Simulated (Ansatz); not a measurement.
# CH4BOSb: how energies converge with the basis set

An exercise on one series of results from a longer session: the logs are not shown, and one member is left open.

Computed with Ansatz 0.2.0, Gaussian basis. Level: one geometry, several basis sets.

Plan: PBE0-D4/def2-SVP; ωB97M-V/def2-SVP; PBE0-D4/def2-QZVPP; ωB97M-V/def2-QZVPP; the functionals' def2-TZVPP values are taken from earlier runs.

## The geometry

An earlier PBE0-D4 in a triple-zeta def2 set relaxation fixed the geometry. Sb takes the def2 core potential; no spin-orbit term is included.

8 atoms, charge 0, spin multiplicity 1.

Atoms are counted from 1 here; the program's logs count them from 0.

Bond lengths: O1–C2 1.333 Å, O1–H5 0.963 Å, C2–B3 1.490 Å, C2–H6 1.090 Å, B3–Sb4 2.118 Å, B3–H7 1.190 Å, Sb4–H8 1.715 Å. Angles: C2–O1–H5 110.9°, O1–C2–B3 122.4°, O1–C2–H6 114.7°, B3–C2–H6 122.9°, C2–B3–Sb4 100.5°, C2–B3–H7 126.3°, Sb4–B3–H7 125.1°, B3–Sb4–H8 95.9°.

The first run:

Contents of in.yaml:

```yaml
crystal:
  periodic: [false, false, false]
  atoms:
    - {symbol: O, position_ang: [-0.333901, 1.492649, -0.878542]}
    - {symbol: C, position_ang: [-0.151544, 0.519836, 0.014360]}
    - {symbol: B, position_ang: [1.153119, -0.181731, 0.176251]}
    - {symbol: Sb, position_ang: [0.506300, -2.197865, 0.206800]}
    - {symbol: H, position_ang: [-1.262208, 1.746139, -0.926715]}
    - {symbol: H, position_ang: [-1.038339, 0.261611, 0.592897]}
    - {symbol: H, position_ang: [2.209193, 0.191781, -0.226430]}
    - {symbol: H, position_ang: [-0.990519, -1.889622, 0.985579]}
basis:
  gaussian: {orbitals: def2-SVP}
hamiltonian: {xc: pbe0, dispersion: d4}
output: {orbitals: {seedname: orbitals}}
```

Started as:

```sh
$ ansatz run in.yaml --threads 2 --pin off --events-out ev --progress --plain --max-ram 4352MiB
```

Among the steps run: PBE0-D4 in def2-SVP; ωB97M-V in def2-SVP; PBE0-D4 in def2-QZVPP; ωB97M-V in def2-QZVPP.

One of the session's tables, all rows but one given; the rest of the session is left out.

It belongs to the step «Functionals by basis». 

| functional | basis | HOMO (eV) | LUMO (eV) |
| --- | --- | --- | --- |
| PBE0-D4 | def2-SVP | -6.17 | -2.52 |
| PBE0-D4 | def2-TZVPP | -6.25 | -2.62 |
| PBE0-D4 | def2-QZVPP | -6.27 | -2.64 |
| ωB97M-V | def2-SVP | -7.98 | -0.69 |
| ωB97M-V | def2-TZVPP | -8.10 | -0.86 |
| ωB97M-V | def2-QZVPP | ? | ? |

Estimate the missing values for ωB97M-V, def2-QZVPP.

As computed: HOMO (eV): -8.11; LUMO (eV): -0.90. In the column «HOMO (eV)» it is the lowest.
